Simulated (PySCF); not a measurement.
# Ba⁴⁰⁺: dipole response in even-tempered 21s14p5d4f4g

How polarisable is Ba⁴⁰⁺ at the levels listed below?

Method: unrestricted determinants in a Gaussian basis, no spin-orbit coupling in the energies. Code: PySCF 2.14.0.

### 1 The system

* Element: barium (Z = 56)
* Basis: an uncontracted even-tempered set (21 s from 6.9 bohr⁻², ratio 2.2; 14 p from 9 bohr⁻², ratio 2.2; 5 d from 40 bohr⁻², ratio 2.4; 4 f from 60 bohr⁻², ratio 2.4; 4 g from 90 bohr⁻², ratio 2.4)
* Hamiltonian: the spin-free X2C one-electron Hamiltonian (Gaussian nucleus)
* State 1: Ba⁴⁰⁺: [Ne] 3s2 3p4, high-spin 3P determinant
* Methods: UHF, PBE0

The outer shells:

Ba40+ [Ne] 3s2 3p4
```
[Ne] core
3s [↑↓]
3p [↑↓][↑ ][↑ ]
```

One driver process ran all states and methods and kept the integrals in memory. Each run is shown as a PySCF script that sums up its settings (the driver passes frozen orbitals as a list and adds second-order terms of double hybrids); the logs are those of the runs themselves. The driver starts from symmetry-adapted Hartree-Fock orbitals, holds the occupation by maximum overlap and uses a logarithmic radial grid for functionals, so a plain start would take other cycles.

It was started by

```console
> OMP_NUM_THREADS=1 python atomrun2.py TASK.json OUT
```

The integrals over 152 functions and the set-up took 2.2 s of CPU time.

### 2 Ba⁴⁰⁺: the ladder of methods

**UHF**

File input.py:

```python
from pyscf import gto, scf, dft, mp, cc
mol = gto.M(atom="Ba 0 0 0", charge=40, spin=2, symmetry="D2h",
            basis=gto.etbs([(0, 21, 6.9, 2.2), (1, 14, 9, 2.2), (2, 5, 40, 2.4), (3, 4, 60, 2.4), (4, 4, 90, 2.4)]),
            nucmod="G")
mf = scf.UHF(mol).sfx2c1e()
mf.irrep_nelec = {'Ag': (3, 3), 'B1u': (2, 1), 'B2u': (2, 2), 'B3u': (2, 1)}
mf.kernel()
```

Log:

```text
damping factor = 0
level_shift factor = 0
DIIS = <class 'pyscf.scf.diis.CDIIS'>
diis_start_cycle = 1
diis_space = 10
diis_damp = 0
SCF conv_tol = 1e-09
SCF conv_tol_grad = None
number electrons alpha = 9  beta = 7
cycle= 1 E= -6747.21379079175  delta_E= -0.00839  |g|= 0.0684  |ddm|= 0.0315
cycle= 2 E= -6747.21397545611  delta_E= -0.000185  |g|= 0.0112  |ddm|= 0.00473
cycle= 3 E= -6747.21398064788  delta_E= -5.19e-06  |g|= 9.99e-05  |ddm|= 0.000921
cycle= 4 E= -6747.21398064807  delta_E= -1.96e-10  |g|= 2.77e-06  |ddm|= 5.22e-06
converged SCF energy = -6747.21398064807  <S^2> = 2.0006483  2S+1 = 3.0004322
```

It used 97 s of CPU time after the integrals (shared host).

The occupied shells:

```tsv
shell	electrons	mean orbital energy (eV)	spread (eV)	rms radius (bohr)
1s α	1	-40029.8	0	0.0292
1s β	1	-40019.3	0	0.0292
2s α	1	-8354.8	0	0.117
2s β	1	-8348.1	0	0.117
2p α	3	-7746.6	7.604	0.104
2p β	3	-7733.9	6.060	0.104
3s α	1	-3235.7	0	0.283
3s β	1	-3195.4	0	0.283
3p α	3	-3032.8	11.982	0.277
3p β	1	-3014.1	0	0.277
```

⟨S²⟩ = 2.001, ⟨L²⟩ = 2.00.

The driver then solved the coupled dipole response at imaginary frequencies: mean α = 0.006993 bohr³ (xx, yy, zz: 0.008613, 0.003754, 0.008613), C₆ = 0.0004728 au for a like pair.

Spin-orbit coupling is strong in this species (close to jj coupling), so the high-spin LS determinant is a model state, not a physical level.

**PBE0**

Changes to input.py:

```diff
@@ -4,3 +4,3 @@
             nucmod="G")
-mf = scf.UHF(mol).sfx2c1e()
+mf = dft.UKS(mol, xc="PBE0").sfx2c1e()
 mf.irrep_nelec = {'Ag': (3, 3), 'B1u': (2, 1), 'B2u': (2, 2), 'B3u': (2, 1)}
```

Log:

```text
damping factor = 0
level_shift factor = 0
DIIS = <class 'pyscf.scf.diis.CDIIS'>
diis_start_cycle = 1
diis_space = 10
diis_damp = 0
SCF conv_tol = 1e-09
SCF conv_tol_grad = None
number electrons alpha = 9  beta = 7
XC functionals = PBE0
    C. Adamo and V. Barone.,  J. Chem. Phys. 110, 6158 (1999)
    M. Ernzerhof and G. E. Scuseria.,  J. Chem. Phys. 110, 5029 (1999)
cycle= 1 E= -6747.98438505779  delta_E= -0.0112  |g|= 0.0276  |ddm|= 0.0323
cycle= 2 E= -6747.98440097185  delta_E= -1.59e-05  |g|= 0.00164  |ddm|= 0.00156
cycle= 3 E= -6747.98440104761  delta_E= -7.58e-08  |g|= 5.56e-05  |ddm|= 0.00011
cycle= 4 E= -6747.98440104767  delta_E= -6.55e-11  |g|= 2.29e-06  |ddm|= 3.22e-06
converged SCF energy = -6747.98440104767  <S^2> = 2.0002803  2S+1 = 3.0001869
```

CPU time 98 s on a shared host, the integrals not counted.

The driver then solved the coupled dipole response at imaginary frequencies: mean α = 0.006951 bohr³ (xx, yy, zz: 0.008527, 0.003798, 0.008527), C₆ = 0.0004680 au for a like pair.

Radial density 4πr²ρ of Ba⁴⁰⁺ at UHF, without picture-change correction:

```tsv
r (bohr)	density	spin density
0.000520	1.30	0.000
0.000874	2.94	0.000
0.00147	6.48	0.000
0.00247	13.7	0.001
0.00416	27.2	0.006
0.00700	47.7	0.031
0.0118	68.5	0.155
0.0198	72.9	0.673
0.0333	62.3	2.153
0.0560	78.4	3.625
0.0942	78.5	0.871
0.158	30.8	3.219
0.267	28.9	9.212
0.448	3.48	1.114
0.754	0.0106	0.003
```

### 3 The response side by side

Ba⁴⁰⁺, in atomic units:

```tsv
method	mean α	C₆ (like pair)	S(−4)
UHF	0.006993	0.0004728	7.948e-05
PBE0	0.006951	0.0004680	8.006e-05
```

α(iu) at PBE0:

```tsv
u (hartree)	α(iu) (bohr³)
0	0.006950
1.00	0.006872
2.00	0.006652
4.00	0.005952
6.00	0.005167
8.00	0.004459
10.0	0.003864
15.0	0.002792
20.0	0.002126
30.0	0.001409
50.0	0.0008557
```

### 4 Summary of results

| quantity | value |
| --- | --- |
| α of Ba⁴⁰⁺ | 0.006951 (PBE0) to 0.006993 (UHF) bohr³ |

What this shows: A single London oscillator with the computed α and C₆ of Ba⁴⁰⁺ at UHF would have ω = 4 C₆ / (3 α²) = 12.9 hartree. All values hold for this basis alone; no basis-set limit was taken.
